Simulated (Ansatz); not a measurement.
# Ti3InC: the cost of one run

Computed with the Python package of Ansatz 0.2.0. Level of theory: DFT mr2scan, plane waves, PAW.

### 1 The structure

Symmetry: Pm-3m, No. 221, cubic system. The conventional cell has a = 4.236 Å, b = 4.236 Å, c = 4.236 Å, α = 90.00°, β = 90.00°, γ = 90.00°. Ti (site symmetry 4/mmm) has 2 C at 2.12 Å as nearest neighbours. In (site symmetry m-3m) is surrounded by 12 Ti at 2.99 Å. Around C (site symmetry m-3m) lie 6 Ti at 2.12 Å.

No structure file is read: the coordinates are typed or built in the script.

### 2 Script

Input file vcrelax_ti3inc.py:

```python
"""Variable-cell relaxation of Ti3InC."""

import argparse
import logging
import sys

import ansatz as az
from ase.data import atomic_numbers
import matplotlib.pyplot as plt
import numpy as np
import spglib

logging.basicConfig(stream=sys.stdout, format="[%(levelname)s] %(message)s")
logger = logging.getLogger("calc")
logger.setLevel(logging.INFO)

parser = argparse.ArgumentParser(description="Variable-cell relaxation of Ti3InC.")
parser.add_argument("--xc", default="mr2scan", help="exchange-correlation functional")
parser.add_argument("--force-tol", type=float, default=0.01, help="force threshold (eV/A)")
args = parser.parse_args()

def edges_and_angles(cell):
    cell = np.asarray(cell)
    a, b, c = np.linalg.norm(cell, axis=1)
    cosines = cell[1] @ cell[2] / (b * c), cell[0] @ cell[2] / (a * c), cell[0] @ cell[1] / (a * b)
    return (a, b, c, *np.degrees(np.arccos(cosines)))

cell = (
    az.Lattice.cubic(4.235561)
    .space_group(221)
    .atom("Ti", [0.5, 0.5, 0.0])
    .atom("In", [0.0, 0.0, 0.0])
    .atom("C", [0.5, 0.5, 0.5])
)

# edges free, angles fixed
calc = (
    cell.calculation()
    .functional(args.xc)
    .kpoints(4, center="gamma")
    .occupations(az.OccupationsMethod.FERMI_DIRAC, width=20 * az.meV)
    .relax(force_tolerance=args.force_tol, max_steps=100, fix_cell=["angles"])
)
steps = []


def collect(event):
    if event["event"] == "relax_step":
        steps.append(event["data"])


done = calc.session().plan().execute(on_event=collect)
report = done.report
logger.info("step   energy (eV)     max comp. (eV/A)   P (GPa)  SCF")
for s in steps:
    logger.info(f"{s['step']:4d} {s['lagrangian_ev']:15.5f} {s['allowed_force_max_ev_ang']:12.4f} {s['pressure_gpa']:10.3f} {s['n_scf']:5d}")

first, last = steps[0], steps[-1]
symbols = [site.symbol for site in done.lattice.sites]
logger.info(f"energy gained {first['lagrangian_ev'] - last['lagrangian_ev']:.4f} eV in {len(steps) - 1} steps")
for label, vectors in (("before", first["cell_ang"]), ("after", done.lattice.cell_ang)):
    print(label, "a b c (A) {:.4f} {:.4f} {:.4f}  angles {:.2f} {:.2f} {:.2f}".format(*edges_and_angles(vectors)), f" V = {abs(np.linalg.det(vectors)):.3f} A^3")
print("final stress xx yy zz (GPa, compression positive):", np.round(np.diag(report["stress_gpa"]), 3) + 0.0)

fractions = [site.position_frac for site in done.lattice.sites]
numbers = [atomic_numbers[s] for s in symbols]
for tolerance in (1e-3, 1e-2, 1e-1):
    print(f"space group at {tolerance} A:", spglib.get_spacegroup((done.lattice.cell_ang, fractions, numbers), symprec=tolerance))

change = np.array(last["positions_ang"]) @ np.linalg.inv(last["cell_ang"]) - np.array(first["positions_ang"]) @ np.linalg.inv(first["cell_ang"])
moved = np.linalg.norm(change @ np.array(last["cell_ang"]), axis=1)
print("displacement within the cell, strain taken out (A):", " ".join(f"{s}:{d:.3f}" for s, d in zip(symbols, moved)))

fig, (top, bottom) = plt.subplots(2, 1, sharex=True, figsize=(4.5, 4))
top.plot([s["lagrangian_ev"] - last["lagrangian_ev"] for s in steps], "o-")
top.set_ylabel("E - E(final) (eV)")
bottom.semilogy([max(s["allowed_force_max_ev_ang"], 1e-6) for s in steps], "s-")
bottom.set(xlabel="step", ylabel="largest force (eV/A)")
fig.tight_layout()
fig.savefig("relax.png", dpi=100)

for key in ("converged", "n_iterations", "n_electrons", "n_kpoints", "n_pw", "n_symmetry_ops", "free_energy_ev", "fermi_energy_ev"):
    logger.info(f"{key:18s} {report[key]}")
```

### 3 What the engine is handed

The engine receives this input:

```yaml
crystal:
  lattice:
    bravais: cubic
    a: 4.235561
  space_group: 221
  atoms:
    - { symbol: Ti, position: [0.5, 0.5, 0.0] }
    - { symbol: In, position: [0.0, 0.0, 0.0] }
    - { symbol: C, position: [0.5, 0.5, 0.5] }
kpoints:
  mp_grid:
    grid: [4, 4, 4]
    shift: [0.0, 0.0, 0.0]
hamiltonian:
  xc: mr2scan
scf:
  occupations:
    method: fermi_dirac
    width: 0.02
relax:
  f_tol: 0.01
  max_steps: 100
  cell:
    fix: [angles]
```

### 4 Launch

On the command line:

```bash
> python vcrelax_ti3inc.py
```

What time and memory should one allow on 1 thread of Arm Neoverse V1, shared host?

About 16 s, with a peak of 0.62 GiB.
